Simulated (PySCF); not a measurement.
# SbH+: bond curves at several levels of theory

One table from this session's results is given with a row withheld; the runs are named, their logs left out.

Program: PySCF 2.14.0. Level of theory: Sb jorge-DZP-DKH, H jorge-DZP-DKH, spin-free X2C with a Gaussian nucleus. These are calculated values, not measurements.

Set-up of the first run:

The job is set up so:

```json
{
 "atoms": "Sb, H",
 "charge": "1",
 "basis": "Sb jorge-DZP-DKH, H jorge-DZP-DKH",
 "Hamiltonian": "spin-free X2C with a Gaussian nucleus",
 "basis functions": "53",
 "electrons treated": "51",
 "masses in u": "120.9038, 1.0078",
 "levels": "PBE0, PBE, r²SCAN, revPBE, B3LYP, B2PLYP, HF, MP2, SCS-MP2, CCSD, CCSD(T)",
 "grid": "80 radial by 434 angular points",
 "occupations": "held fixed by the projection of orbital angular momentum",
 "dissociation limit": "Sb+ + H, each in its ground configuration",
 "starting distance in angstrom": "1.785",
 "values of 2S to try": "1, 3"
}
```

The run is started by

```bash
OMP_NUM_THREADS=1 python dia.py task.json out
```

Among the steps run: The job; PBE0 along the bond; Excited determinants; PBE; r²SCAN; revPBE; B3LYP (global hybrid GGA); B2PLYP (double hybrid); UHF (mean field); MP2 and coupled cluster.

One table of the session follows, with a row left open; its other results are not shown here.

It belongs to the step «The curves together». Energy (eV) from each level's lowest point:

```
R (Å)    UHF  UHF-MP2  UHF-SCS-MP2  UHF-CCSD  UHF-CCSD(T)
1.442  0.484    0.463        0.479       n/a          n/a
1.509  0.202    0.194        0.204     0.220        0.224
1.576  0.047    0.045        0.051     0.062        0.064
1.627  0.000    0.000        0.002     0.008        0.009
1.677      ?        ?            ?         ?            ?
1.727  0.041    0.040        0.036     0.029        0.027
1.794  0.144    0.140        0.132     0.113        0.109
1.878  0.328    0.321        0.310     0.271        0.262
1.979  0.598    0.607        0.596     0.508        0.494
2.113  0.954    1.096        1.107       n/a          n/a
```

Estimate the missing values for R (Å) = 1.677.

Worked estimate for «UHF». A straight line through the neighbours (1.627, 0.000) and (1.727, 0.041) gives 0.000 + (0.041 − 0.000) × (1.677 − 1.627) / (1.727 − 1.627) = 0.021; a parabola fitted to 4 rows on both sides gives 0.002.

As computed: UHF: 0.001; UHF-MP2: 0.001; UHF-SCS-MP2: 0.000; UHF-CCSD: 0.000; UHF-CCSD(T): 0.000. In «UHF» the line misses by +0.020 and the parabola by +0.001.
